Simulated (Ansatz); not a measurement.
# Br3ClGe: the cost of one run

Method: RKS PBE-D4/def2-SVP; program: Ansatz 0.2.0, Gaussian basis.

Levels to be run: relaxation at PBE-D4/def2-SVP; relaxation at PBE0-D4/def2-TZVP; harmonic vibrations at the same level.

1 further run of the same task is left out (set aside as unsound or not needed).

### Step 1. Where the work starts

SMILES `[Cl][Ge]([Br])([Br])[Br]`, 5 atoms, charge 0, spin multiplicity 1.

Atoms are counted from 1 here; the program's logs count them from 0.

Bond lengths: Cl1–Ge2 2.161 Å, Ge2–Br3 2.303 Å, Ge2–Br4 2.273 Å, Ge2–Br5 2.328 Å. Angles: Cl1–Ge2–Br3 107.9°, Cl1–Ge2–Br4 111.8°, Cl1–Ge2–Br5 110.8°, Br3–Ge2–Br4 108.0°, Br3–Ge2–Br5 109.5°, Br4–Ge2–Br5 108.8°.

The start is a force-field geometry with small random shifts, so a cheaper pass at PBE-D4/def2-SVP comes first.

### Step 2. Geometry optimisation, PBE-D4/def2-SVP (cheap first pass)

File in.yaml:

```yaml
crystal:
  periodic: [false, false, false]
  atoms:
    - {symbol: Cl, position_ang: [-0.795400, -0.197900, 2.035600]}
    - {symbol: Ge, position_ang: [-0.023700, -0.011200, 0.025700]}
    - {symbol: Br, position_ang: [1.836900, -1.356900, -0.146800]}
    - {symbol: Br, position_ang: [-1.535500, -0.701800, -1.525000]}
    - {symbol: Br, position_ang: [0.567700, 2.194100, -0.430800]}
basis:
  gaussian: {orbitals: def2-SVP}
hamiltonian: {xc: pbe, dispersion: d4}
relax: {f_tol: 0.03, max_steps: 200}
```

Launch:

```console
ansatz run in.yaml --threads 4 --pin off --events-out ev --progress --plain --max-ram 11315MiB
```

Q: Estimate wall time and peak memory on 4 threads of Intel Xeon 6975P-C, shared host.

About 4.4 s, with a peak of 0.27 GiB.
